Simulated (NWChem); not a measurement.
**CH8GeOSi (SMILES C[SiH2][O][GeH3]) at 4 levels**

We compute a comparison of 4 runs (HF/STO-3G, HF/3-21G, B3LYP/6-31G*) of CH8GeOSi. 

The results are computed with NWChem 7.3.0.

## Step 1: The system as given

The species is CH8GeOSi (12 atoms), meant as a singlet with charge 0. SMILES: `C[SiH2][O][GeH3]`. The shape is that of a PBE0-D4/def2-TZVP optimisation. This is one conformer, not always the lowest.

Bond lengths: C1–Si2 1.858 Å, Si2–O3 1.638 Å, O3–Ge4 1.774 Å, C1–H5 1.092 Å, C1–H6 1.093 Å, C1–H7 1.092 Å, Si2–H8 1.493 Å, Si2–H9 1.493 Å, Ge4–H10 1.533 Å, Ge4–H11 1.538 Å, Ge4–H12 1.538 Å. Some angles: C1–Si2–O3 108.9°, Si2–O3–Ge4 133.9°, C1–Si2–H8 110.4°, C1–Si2–H9 110.4°, O3–Si2–H8 109.9°, O3–Si2–H9 109.9°, Si2–C1–H5 110.8°, Si2–C1–H6 110.4°, Si2–C1–H7 110.8°, O3–Ge4–H10 105.6°.

## Step 2: Energy and gradient at HF/STO-3G (run 1)

Contents of m1.nw:

```
start m1
memory 2200 mb

geometry noautosym nocenter noautoz
  C        0.578900       1.922500      -1.001900
  Si       0.789500       0.344300      -0.045000
  O       -0.668400      -0.389000       0.096300
  Ge      -1.218700      -1.893600       0.857300
  H        0.183800       1.721100      -2.000200
  H        1.539700       2.432900      -1.110900
  H       -0.110600       2.597600      -0.490000
  H        1.349600       0.628400       1.309400
  H        1.749400      -0.562200      -0.741900
  H       -2.727900      -1.959000       0.597000
  H       -0.907500      -1.824900       2.362100
  H       -0.480800      -3.073400       0.201900
end

basis spherical bse
  * library STO-3G
end

scf
  thresh 1e-08
  maxiter 80
  noprint "final vectors analysis"
end

task scf gradient
```

Command:

```bash
nwchem m1.nw > m1.out
```

Standard output:

```text
[...]
  functions       =    45
[...]
  wavefunction    = RHF
[...]
         Total SCF energy =  -2453.319074781649
      One-electron energy =  -4134.884509095209
      Two-electron energy =   1332.279361326735
 Nuclear repulsion energy =    349.286072986825
        Time for solution =      3.4s
[...]
                         RHF ENERGY GRADIENTS
    atom               coordinates                        gradient
                 x          y          z           x          y          z
   1 C       1.093962   3.632998  -1.893316   -0.000363  -0.004551   0.002613
   2 Si      1.491939   0.650633  -0.085038   -0.035729   0.022897  -0.020232
   3 O      -1.263093  -0.735103   0.181981    0.024854   0.030971  -0.013055
   4 Ge     -2.303009  -3.578385   1.620062   -0.011334  -0.014622   0.006245
   5 H       0.347332   3.252407  -3.779830   -0.003234  -0.003710  -0.008141
   6 H       2.909611   4.597514  -2.099297    0.009452   0.003246  -0.000051
   7 H      -0.209004   4.908752  -0.925966   -0.005968   0.004436   0.005901
   8 H       2.550374   1.187504   2.474407    0.011127   0.004805   0.030582
   9 H       3.305887  -1.062404  -1.401988    0.019959  -0.021553  -0.014800
  10 H      -5.154984  -3.701973   1.128166   -0.037041   0.000287  -0.007485
  11 H      -1.714926  -3.448561   4.463722    0.008771   0.004591   0.036381
[...]
```

Wall time 5.7 s (1 thread of Intel Xeon 6975P-C (Granite Rapids), shared host); peak memory 0.097 GiB.

## Step 3: Energy and forces at HF/3-21G (run 2)

Contents of calc.nw:

```
start calc
title "CH8GeOSi"
memory 2200 mb

geometry units au noautosym nocenter noautoz
 C    1.09396245   3.63299847  -1.89331660
 Si   1.49193878   0.65063270  -0.08503768
 O   -1.26309294  -0.73510346   0.18198063
 Ge  -2.30300923  -3.57838539   1.62006221
 H    0.34733166   3.25240763  -3.77983019
 H    2.90961131   4.59751469  -2.09929675
 H   -0.20900371   4.90875258  -0.92596580
 H    2.55037438   1.18750390   2.47440739
 H    3.30588688  -1.06240403  -1.40198781
 H   -5.15498390  -3.70197348   1.12816650
 H   -1.71492646  -3.44856120   4.46372208
 H   -0.90858032  -5.80788427   0.38153570
end

basis spherical bse
 * library 3-21G
end

scf
 thresh 1e-08
 maxiter 80
end

task scf gradient
```

Command:

```bash
nwchem calc.nw > calc.out
```

Standard output:

```text
[...]
  functions       =    69
[...]
  wavefunction    = RHF
[...]
         Total SCF energy =  -2469.554281495550
      One-electron energy =  -4137.805592437063
      Two-electron energy =   1318.965263179205
 Nuclear repulsion energy =    349.286047762308
        Time for solution =      3.7s
[...]
                         RHF ENERGY GRADIENTS
    atom               coordinates                        gradient
                 x          y          z           x          y          z
   1 C       1.093962   3.632998  -1.893317   -0.002742  -0.016808   0.009254
   2 Si      1.491939   0.650633  -0.085038   -0.014473  -0.005526   0.000323
   3 O      -1.263093  -0.735103   0.181981    0.015862   0.041090  -0.020632
   4 Ge     -2.303009  -3.578385   1.620062    0.003107  -0.025294   0.015174
   5 H       0.347332   3.252408  -3.779830   -0.001581  -0.002083  -0.004696
   6 H       2.909611   4.597515  -2.099297    0.004907   0.000478   0.000672
   7 H      -0.209004   4.908753  -0.925966   -0.003165   0.002636   0.003433
   8 H       2.550374   1.187504   2.474407   -0.001044  -0.000231  -0.000088
   9 H       3.305887  -1.062404  -1.401988   -0.001054  -0.000212  -0.000050
  10 H      -5.154984  -3.701973   1.128167   -0.000643   0.003270  -0.002017
  11 H      -1.714926  -3.448561   4.463722    0.000325   0.001614  -0.000216
[...]
```

It took 6 s on 1 thread of Intel Xeon 6975P-C (Granite Rapids), shared host; peak memory 0.097 GiB.

Run 3 isn't shown in full; the table further down has it.

## Step 4: Energy and forces at B3LYP/6-31G(d) (Cartesian functions) (run 4)

Contents of m1.nw:

```
start m1
memory total 2200 mb

geometry units angstroms noautosym nocenter noautoz
 C     0.578900    1.922500   -1.001900
 Si    0.789500    0.344300   -0.045000
 O    -0.668400   -0.389000    0.096300
 Ge   -1.218700   -1.893600    0.857300
 H     0.183800    1.721100   -2.000200
 H     1.539700    2.432900   -1.110900
 H    -0.110600    2.597600   -0.490000
 H     1.349600    0.628400    1.309400
 H     1.749400   -0.562200   -0.741900
 H    -2.727900   -1.959000    0.597000
 H    -0.907500   -1.824900    2.362100
 H    -0.480800   -3.073400    0.201900
end

basis "ao basis"
 * library 6-31G*
end

dft
 xc b3lyp
 grid fine
 convergence energy 1e-08
 iterations 100
 mulliken
end

task dft gradient
```

Command:

```bash
nwchem m1.nw > m1.out
```

Standard output:

```text
[...]
          Wavefunction type:  closed shell.
          No. of atoms     :    12
          No. of electrons :    68
[...]
          Charge           :     0
          Spin multiplicity:     1
[...]
          AO basis - number of functions:   100
[...]
              XC Information
              --------------
                         B3LYP Method XC Potential
                     Hartree-Fock (Exact) Exchange  0.200
                        Slater Exchange Functional  0.800 local
                    Becke 1988 Exchange Functional  0.720 non-local
              Lee-Yang-Parr Correlation Functional  0.810
                  VWN I RPA Correlation Functional  0.190 local
[...]
 d= 0,ls=0.0,diis     1  -2484.3746239996 -2.83D+03  1.47D-02  1.53D+00     3.2
[...]
 d= 0,ls=0.0,diis    10  -2484.4575763226 -2.34D-09  2.65D-07  1.65D-09    24.0
         Total DFT energy =    -2484.457576322615
      One electron energy =    -4151.006803019441
           Coulomb energy =     1434.330022765246
    Exchange-Corr. energy =     -117.066869055244
 Nuclear repulsion energy =      349.286072986825
[...]
  wavefunction    = closed shell
                         DFT ENERGY GRADIENTS
    atom               coordinates                        gradient
                 x          y          z           x          y          z
   1 C       1.093962   3.632998  -1.893316   -0.000346  -0.002273   0.001280
   2 Si      1.491939   0.650633  -0.085038   -0.009816   0.000665  -0.002309
   3 O      -1.263093  -0.735103   0.181981    0.009073  -0.002834   0.003384
   4 Ge     -2.303009  -3.578385   1.620062    0.001533   0.004911  -0.002536
   5 H       0.347332   3.252407  -3.779830    0.000835  -0.000361   0.001997
   6 H       2.909611   4.597514  -2.099297   -0.001689  -0.001694   0.000647
   7 H      -0.209004   4.908752  -0.925966    0.001300  -0.001742  -0.000376
   8 H       2.550374   1.187504   2.474407   -0.001115  -0.000528  -0.000450
   9 H       3.305887  -1.062404  -1.401988   -0.001274  -0.000074   0.000339
  10 H      -5.154984  -3.701973   1.128166    0.002714   0.000572   0.000203
  11 H      -1.714926  -3.448561   4.463722   -0.000221   0.000549  -0.003038
[...]
```

It took 37 s on 1 thread of Intel Xeon 6975P-C (Granite Rapids), shared host; peak memory 0.13 GiB.

## Step 5: The series

| run | level | iteration cap | module | energy (Eh) | dipole moment (D) | largest force (eV/Å) | wall time |
| --- | --- | --- | --- | --- | --- | --- | --- |
| 1 | HF/STO-3G | 80 | scf | -2453.319075 | 0.74 | 2.417 | 5.7 s |
| 2 | HF/3-21G | 80 | scf | -2469.554281 | 0.82 | 2.501 | 6 s |
| 3 | B3LYP/6-31G* (spherical functions) | 100 | dft | -2484.448413 | – | 0.548 | 31 s |
| 4 | B3LYP/6-31G* (Cartesian functions) | 100 | dft | -2484.457576 | 0.50 | 0.520 | 37 s |

## Step 6: What came out

| quantity | value |
| --- | --- |
| run 4: total energy | -2484.45758 Eh |
| run 4: dipole moment | 0.50 D |
| run 4: HOMO energy | -7.79 eV |
| run 4: LUMO energy | 0.00 eV |
| run 4: HOMO–LUMO gap | 7.80 eV |
| run 4: largest force on an atom | 0.520 eV/Å |

Over runs 1, 2, 4 the dipole moment (its size) runs from 0.50 D (B3LYP/6-31G*) to 0.82 D (HF/3-21G). The two ends differ in method and basis. In run 1 the basis is minimal, so the values are rough. All runs together took 80 s, the longest 37 s.
